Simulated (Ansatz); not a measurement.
**Al12N12 wurtzite hole sphere (Al₁₂N₁₂H₃₀): geometry, orbitals and charge**

What does Al12N12 wurtzite hole sphere (Al₁₂N₁₂H₃₀) look like as a singlet, and where do its frontier electrons sit?

Computed with Ansatz 0.2.0, Gaussian basis. Level: RKS PBE0-D4/def2-SVP.

Plan: relaxation at PBE-D4/def2-SVP; a single point at PBE0-D4/def2-SVP.

1 further run of the same task is left out (set aside as unsound or not needed). Runs told in other sessions of the task aren't counted.

**1. The starting structure**

54 atoms, charge 0, spin multiplicity 1.

Atoms are counted from 1 here; the program's logs count them from 0.

Bond lengths: Al1–N2 1.977 Å, Al1–N5 1.865 Å, Al1–H25 1.571 Å, Al1–H26 1.571 Å, N2–Al7 1.925 Å, N2–H27 1.022 Å, N2–H28 1.022 Å, Al3–N4 1.943 Å, Al3–N5 1.829 Å, Al3–N14 1.944 Å, Al3–H29 1.535 Å, N4–Al9 1.943 Å, N4–H30 1.029 Å, N4–H31 1.021 Å, N5–Al6 1.863 Å, N5–Al15 1.863 Å, Al6–N8 1.919 Å, Al6–N10 1.863 Å and more. Angles: N2–Al1–N5 105.1°, N2–Al1–H25 104.1°, N2–Al1–H26 104.1°, N5–Al1–H25 109.7°, N5–Al1–H26 109.8°, H25–Al1–H26 122.5°, Al1–N2–Al7 113.5°, Al1–N2–H27 107.2°, Al1–N2–H28 107.2°, Al7–N2–H27 111.6°, Al7–N2–H28 111.6°, H27–N2–H28 105.4°, N4–Al3–N5 107.9°, N4–Al3–N14 100.8°, N4–Al3–H29 110.0°, N5–Al3–N14 107.8°, N5–Al3–H29 118.8°, N14–Al3–H29 109.9° and more.

The start is a GFN2-xTB geometry.

**2. Relaxation at PBE-D4/def2-SVP**

Contents of in.yaml:

```yaml
crystal:
  periodic: [false, false, false]
  atoms:
    - {symbol: Al, position_ang: [-0.001830, -3.526970, -0.064610]}
    - {symbol: N, position_ang: [0.000260, -3.482450, 1.911950]}
    - {symbol: Al, position_ang: [-0.000370, -1.894550, -2.413870]}
    - {symbol: N, position_ang: [-1.498920, -0.865700, -3.101450]}
    - {symbol: N, position_ang: [0.001500, -1.737680, -0.591180]}
    - {symbol: Al, position_ang: [-1.553770, -0.897990, -0.001320]}
    - {symbol: Al, position_ang: [0.001570, -1.700230, 2.638320]}
    - {symbol: N, position_ang: [-1.542450, -0.892470, 1.917470]}
    - {symbol: Al, position_ang: [-1.643040, 0.946180, -2.413870]}
    - {symbol: N, position_ang: [-1.504620, 0.867980, -0.591330]}
    - {symbol: Al, position_ang: [-3.052470, 1.764770, -0.062850]}
    - {symbol: Al, position_ang: [-1.470250, 0.848660, 2.639070]}
    - {symbol: N, position_ang: [-3.013880, 1.739150, 1.913840]}
    - {symbol: N, position_ang: [1.496860, -0.863160, -3.100920]}
    - {symbol: Al, position_ang: [1.556280, -0.897510, -0.000610]}
    - {symbol: N, position_ang: [1.545810, -0.892730, 1.917870]}
    - {symbol: Al, position_ang: [1.637760, 0.948910, -2.413950]}
    - {symbol: N, position_ang: [-0.003770, 1.729460, -3.101940]}
    - {symbol: N, position_ang: [1.502990, 0.868880, -0.590970]}
    - {symbol: Al, position_ang: [-0.000700, 1.796420, -0.000760]}
    - {symbol: Al, position_ang: [1.473420, 0.849450, 2.636650]}
    - {symbol: N, position_ang: [0.000840, 1.783510, 1.917750]}
    - {symbol: Al, position_ang: [3.052240, 1.764340, -0.065510]}
    - {symbol: N, position_ang: [3.018140, 1.739510, 1.910270]}
    - {symbol: H, position_ang: [-1.381720, -4.184110, -0.430210]}
    - {symbol: H, position_ang: [1.373360, -4.191490, -0.432970]}
    - {symbol: H, position_ang: [-0.812660, -4.015620, 2.226760]}
    - {symbol: H, position_ang: [0.813390, -4.016180, 2.225260]}
    - {symbol: H, position_ang: [0.002360, -3.298310, -3.034590]}
    - {symbol: H, position_ang: [-2.281310, -1.317530, -2.609150]}
    - {symbol: H, position_ang: [-1.690830, -0.975910, -4.098550]}
    - {symbol: H, position_ang: [-2.852460, -1.647400, -0.493440]}
    - {symbol: H, position_ang: [0.003020, -1.762490, 4.172390]}
    - {symbol: H, position_ang: [-2.402070, -1.387450, 2.180270]}
    - {symbol: H, position_ang: [-2.859880, 1.647650, -3.032800]}
    - {symbol: H, position_ang: [-4.316690, 0.906820, -0.429800]}
    - {symbol: H, position_ang: [-2.931410, 3.288220, -0.427800]}
    - {symbol: H, position_ang: [-1.519830, 0.879690, 4.172560]}
    - {symbol: H, position_ang: [-3.880730, 1.297360, 2.226060]}
    - {symbol: H, position_ang: [-3.072700, 2.708130, 2.232710]}
    - {symbol: H, position_ang: [1.691330, -0.971970, -4.097610]}
    - {symbol: H, position_ang: [2.280530, -1.312280, -2.608230]}
    - {symbol: H, position_ang: [2.853820, -1.645860, -0.495300]}
    - {symbol: H, position_ang: [2.404950, -1.389320, 2.179080]}
    - {symbol: H, position_ang: [2.852830, 1.654100, -3.033570]}
    - {symbol: H, position_ang: [-0.002910, 1.947340, -4.099700]}
    - {symbol: H, position_ang: [-0.005260, 2.634770, -2.613150]}
    - {symbol: H, position_ang: [-0.002560, 3.293220, -0.498630]}
    - {symbol: H, position_ang: [1.528340, 0.882470, 4.170290]}
    - {symbol: H, position_ang: [0.002570, 2.775320, 2.181180]}
    - {symbol: H, position_ang: [4.312710, 0.904560, -0.439450]}
    - {symbol: H, position_ang: [2.932800, 3.288500, -0.430010]}
    - {symbol: H, position_ang: [3.886210, 1.301930, 2.225150]}
    - {symbol: H, position_ang: [3.073190, 2.710090, 2.225210]}
basis:
  gaussian: {orbitals: def2-SVP, fitting: {mean_field: def2-universal-jkfit}}
hamiltonian: {xc: pbe, dispersion: d4}
scf: {lower_state_search: "off"}
output: {orbitals: {seedname: orbitals}}
relax: {f_tol: 0.03, max_steps: 70}
```

Launch:

```sh
ansatz run in.yaml --threads 2 --pin off --events-out ev --progress --plain --max-ram 32768MiB --backend cuda --devices 0, --max-vram 18GiB
```

Further steps of the session: Single point, PBE0-D4/def2-SVP.

**Question.** What will the summary of the whole plan be? Wanted: point group; commonest bond, hydrogen aside; HOMO, LUMO at PBE0-D4/def2-SVP; dipole at PBE-D4/def2-SVP.

As calculated:

| quantity | value |
| --- | --- |
| point group | C3v |
| commonest bond, hydrogen aside | Al–N, 33 of mean length 1.940 Å |
| HOMO, LUMO at PBE0-D4/def2-SVP | -7.28, -0.16 eV |
| dipole at PBE-D4/def2-SVP | 1.03 D |

What this shows: The molecule keeps its bonding pattern by the stored test; the atoms moved 0.13 Å (rms). No usable vibrations, so a minimum isn't proven. The HOMO lies nearest to 6 H atoms about 13 % each and the LUMO to H31, H41, H46 about 14 % each. Whether this spin is the lowest isn't tested here.
